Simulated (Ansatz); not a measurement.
# BClGaH₅Si: a ladder of functionals and wavefunction methods

Aim: compute BClGaH₅Si with functionals from several rungs and with coupled cluster. The yardstick is the atomisation energy at the CCSD(T) limit.

Program: Ansatz 0.2.0, Gaussian basis. Level of theory: functionals in def2-TZVPP, the program's frozen cores in correlated methods. These are calculated values, not measurements.

Levels to be run: LDA (SPW92), PBE-D4, revPBE-D4, BLYP-D4, r2SCAN-D4, B97M-V, PBE0-D4, B3LYP-D4, r2SCANh-D4, r2SCAN0-D4, HSE06-D4, BHLYP-D4, CAM-B3LYP-D4, LC-ωPBE, ωB97X-V, ωB97M-V, B2PLYP, PBE-QIDH; CCSD(T)/def2-SVP; CCSD(T)/def2-TZVPP; MP2/def2-QZVPP; extrapolation to the limit; RPA on PBE.

### Step 1. Structure used throughout

An earlier PBE0-D4 in a triple-zeta def2 set relaxation fixed the geometry.

SMILES `[SiH3][B](Cl)[GaH2]`, 9 atoms, charge 0, spin multiplicity 1.

Atoms are counted from 1 here; the program's logs count them from 0.

Bond lengths: Si1–B2 2.019 Å, Si1–H5 1.492 Å, Si1–H6 1.492 Å, Si1–H7 1.488 Å, B2–Cl3 1.755 Å, B2–Ga4 2.089 Å, Ga4–H8 1.574 Å, Ga4–H9 1.574 Å. Angles: B2–Si1–H5 108.5°, B2–Si1–H6 108.6°, B2–Si1–H7 114.2°, H5–Si1–H6 107.1°, H5–Si1–H7 109.1°, H6–Si1–H7 109.1°, Si1–B2–Cl3 118.5°, Si1–B2–Ga4 124.8°, Cl3–B2–Ga4 116.7°, B2–Ga4–H8 121.4°, B2–Ga4–H9 121.4°, H8–Ga4–H9 117.2°.

### Step 2. LDA

This LDA is Slater exchange with PW92 correlation.

File in.yaml:

```yaml
crystal:
  periodic: [false, false, false]
  atoms:
    - {symbol: Si, position_ang: [0.315626, 1.250737, -1.018581]}
    - {symbol: B, position_ang: [0.494362, -0.539822, -0.102681]}
    - {symbol: Cl, position_ang: [1.799363, -1.605710, -0.593480]}
    - {symbol: Ga, position_ang: [-0.771421, -1.238107, 1.405804]}
    - {symbol: H, position_ang: [-1.032241, 1.324532, -1.653241]}
    - {symbol: H, position_ang: [0.371209, 2.322904, 0.016833]}
    - {symbol: H, position_ang: [1.354269, 1.515750, -2.050143]}
    - {symbol: H, position_ang: [-2.066211, -2.067250, 1.070962]}
    - {symbol: H, position_ang: [-0.464965, -0.963024, 2.924529]}
basis:
  gaussian: {orbitals: def2-TZVPP}
hamiltonian: {xc: lda}
output: {orbitals: {seedname: orbitals}}
```

The run is started by

```console
$ ansatz run in.yaml --threads 4 --pin off --events-out ev --progress --plain --max-ram 10444MiB
```

The runs that follow: PBE-D4 (GGA); revPBE-D4 (GGA); BLYP-D4 (GGA); r2SCAN-D4 (meta-GGA); B97M-V (meta-GGA); B3LYP-D4 (hybrid); r2SCANh-D4 (hybrid); r2SCAN0-D4 (hybrid); HSE06-D4 (hybrid); BHLYP-D4 (hybrid); CAM-B3LYP-D4 (range-separated); LC-ωPBE (range-separated); ωB97X-V (range-separated); ωB97M-V (range-separated); B2PLYP (double hybrid); PBE-QIDH (double hybrid); CCSD(T) in def2-SVP; CCSD(T) in def2-TZVPP; MP2 in def2-QZVPP; RPA on PBE orbitals.

**Question.** What will the summary of the whole plan be? Wanted: atomisation energy, CCSD(T)/CBS; farthest beyond LDA; mean size of error, GGA; mean size of error, meta-GGA; mean size of error, hybrid; mean size of error, range-separated; mean size of error, double hybrid; gap, smallest and largest; T1 diagnostic.

The runs gave:

| quantity | value |
| --- | --- |
| atomisation energy, CCSD(T)/CBS | 2464.6 kJ/mol |
| functionals within 24.6 kJ/mol (1.0 %) | PBE-D4, PBE0-D4, B3LYP-D4, r2SCANh-D4, r2SCAN0-D4, HSE06-D4, CAM-B3LYP-D4, LC-ωPBE, ωB97M-V, PBE-QIDH |
| farthest beyond LDA | revPBE-D4 (-44.0 kJ/mol) |
| mean size of error, GGA | 29.4 kJ/mol |
| mean size of error, meta-GGA | 33.8 kJ/mol |
| mean size of error, hybrid | 13.6 kJ/mol |
| mean size of error, range-separated | 9.8 kJ/mol |
| mean size of error, double hybrid | 24.9 kJ/mol |
| gap, smallest and largest | 2.46 eV (LDA (SPW92)), 9.38 eV (LC-ωPBE) |
| T1 diagnostic | 0.0145 |
| triples share of the correlation energy | 4.0 % |

**Reading.** LDA overbinds by 302.0 kJ/mol (12 %). PBE-D4 is off by +0.7 kJ/mol. Double hybrids carry the basis error of their MP2 part in triple zeta, and no dispersion term here, so their miss is partly the set-up's. The rungs range-separated, hybrid miss on average by less than the doubt on the reference (24.6 kJ/mol), so they tie. The reference freezes the cores and leaves out relativity and excitations past (T), and its outer-core shells are covered unevenly, so misses under about 24.6 kJ/mol can't be ranked. Hartree-Fock recovers 76 % of the binding; the rest is correlation. CCSD(T) in def2-SVP is off by -141.0 kJ/mol, worse than the median functional, from the basis alone. The gap grows from 2.5 to 9.4 eV across the functionals, mostly with the share of exact exchange. Correlated methods include outer-core shells of Ga, which these sets cover unevenly.
